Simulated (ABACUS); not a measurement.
Set up this calculation in ABACUS 3.10.1, as the native input.

* Task: band structure
* Functional: LDA
* Potentials or basis: PseudoDojo NC SR 0.4.1 LDA standard
* Cutoff: 1102 eV
* Density cutoff: 4408 eV
* Basis: plane waves
* Occupations: fermi-dirac, width 0.05 eV
* Spin: no spin polarisation
* Radial cutoff of the potentials (pseudo_rcut): 7 bohr
* Threshold of the eigensolver: 1e-07 Ry
* Density: read from an earlier self-consistent run
* Path: G-X-Y-S-G-Z-S1-N-P-Y1-Z, X-P
* Points for each segment of the path: 10
* SCF threshold on the density: 1e-08
* Max SCF steps: 100
* Eigensolver: dav
* Mixing: broyden
* Mixing share: 0.7
* Symmetry key: -1
* Bands: 40

Crystal: TaAs.

```
CELL_PARAMETERS angstrom
-1.72181 1.72181 5.86794
1.72181 -1.72181 5.86794
1.72181 1.72181 -5.86794
ATOMIC_POSITIONS crystal
Ta 0.49997 0.49997 0.00000
Ta 0.24997 0.74997 0.50000
As 0.08263 0.08263 0.00000
As 0.83263 0.33263 0.50000
```

The cell is a database's computed one.

One way to write it, as run:

INPUT

```
INPUT_PARAMETERS
suffix              TaAs
calculation         nscf
basis_type          pw
pseudo_dir          ./
symmetry            -1
dft_functional      pz
ecutwfc             81.0
pseudo_rcut         7
nspin               1
nbands              40
ks_solver           dav
smearing_method     fd
smearing_sigma      0.00367493
scf_thr             1e-08
scf_nmax            100
mixing_type         broyden
mixing_beta         0.7
init_chg            file
pw_diag_thr         1e-07
out_band            1
kpar                4
```

STRU

```
ATOMIC_SPECIES
Ta 180.9479 Ta.upf
As 74.9216 As.upf

LATTICE_CONSTANT
1.8897261246

LATTICE_VECTORS
-1.7218133622 1.7218133622 5.8679415361
1.7218133622 -1.7218133622 5.8679415361
1.7218133622 1.7218133622 -5.8679415361

ATOMIC_POSITIONS
Direct

Ta
0.0
2
0.4999673000 0.4999673000 0.0000000000 1 1 1
0.2499673000 0.7499673000 0.5000000000 1 1 1

As
0.0
2
0.0826321200 0.0826321200 0.0000000000 1 1 1
0.8326321200 0.3326321200 0.5000000000 1 1 1
```

KPT

```
K_POINTS
13
Line
0.00000000 0.00000000 0.00000000 10 // G
-0.50000000 0.50000000 0.00000000 10 // X
-0.50000000 0.50000000 -0.04304975 10 // Y
-0.27152487 0.27152487 -0.27152487 10 // S
0.00000000 0.00000000 0.00000000 10 // G
0.50000000 0.50000000 -0.50000000 10 // Z
0.27152487 0.72847513 -0.72847513 10 // S1
0.00000000 0.50000000 -0.50000000 10 // N
-0.25000000 0.75000000 -0.25000000 10 // P
0.04304975 0.95695025 -0.50000000 10 // Y1
0.50000000 0.50000000 -0.50000000 1 // Z
-0.50000000 0.50000000 0.00000000 10 // X
-0.25000000 0.75000000 -0.25000000 1 // P
```

Potentials or basis: PseudoDojo NC SR 0.4.1 LDA standard, plane waves.

Command:

```sh
$ OMP_NUM_THREADS=1 mpirun -np 4 abacus > log
```

Wall time 33 s on 4 MPI ranks on AMD EPYC 9R45 96-Core Processor (Zen 5), on a shared host, peak memory 1 GiB a rank.
